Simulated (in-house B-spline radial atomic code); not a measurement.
# Lu⁴⁹⁺: ionisation energy by several methods

Wanted: one ionisation energy, Lu⁴⁹⁺ to configuration [Ar] 3d3, up the ladder of functionals.

The numbers are computed with in-house B-spline radial atomic code version 1 (scalar-relativistic (X2C), several functionals, spin-polarised; spherical all-electron atom at the radial basis limit), except any that are marked as measured or tabulated.

### Step 1. The atom as given

* element: lutetium (Z = 71)
* charge: +49
* electrons: 22
* configuration: [Ar] 3d4
* nucleus: Fermi, rms radius 5.370 fm

Outer shells as boxes (Hund's rule):

[Ar] 3d4
```
[Ar] core
3d [↑ ][↑ ][↑ ][↑ ][  ]
```

Where spins are not typed, each open shell is filled with up spins first.

### Step 2. AM05, a GGA

Settings, as recorded:

```ini
Z = 71
electrons = 22.0
configuration = [Ar] 3d4
hamiltonian = x2c
method = am05
spin_polarised = True
nucleus = fermi
rms_radius = 5.37
mass_number = 175
atomic_mass = 174.940777211
speed_of_light = 137.035999084
```

### Step 3. LDA (VWN5)

The settings differ from step 2 so:

```diff
@@ -4,3 +4,3 @@
 hamiltonian = x2c
-method = am05
+method = lda,vwn
 spin_polarised = True
```

### Step 4. RPBE, a GGA

The settings differ from step 3 so:

```diff
@@ -4,3 +4,3 @@
 hamiltonian = x2c
-method = lda,vwn
+method = rpbe,pbe
 spin_polarised = True
```

Before running: The tabulated ionisation energy is 4403 ± 4 eV (tabulated theoretical; NIST Atomic Spectra Database). What does each method give, and which comes nearest?

The runs gave:

| method | rung | total energy (hartree) | ΔSCF (eV) | −ε highest (eV) | ΔSCF less tabulated (eV) |
| --- | --- | --- | --- | --- | --- |
| LDA (VWN5) | LDA | -12453.0394 | 4379.73 | 4315.76 (3d up) | -23.27 |
| AM05 | GGA | -12454.2486 | 4379.68 | 4315.75 (3d up) | -23.32 |
| RPBE | GGA | -12463.9186 | 4380.35 | 4316.48 (3d up) | -22.65 |

What this shows: Tables give 4403 ± 4 eV (tabulated theoretical; NIST Atomic Spectra Database) for the ionisation energy. RPBE misses by -22.65 eV, the least, and AM05 by -23.32 eV (0.53 %), the most. All methods miss on the same side by much the same amount, which points to something that they share. Relativistic terms that these runs lack can be as large as the gaps between close methods, so the nearest may be so by luck. Spin-orbit coupling is left out. Open shells are averaged (over orientations, and over spins where the run is restricted), while tables refer to the lowest levels.
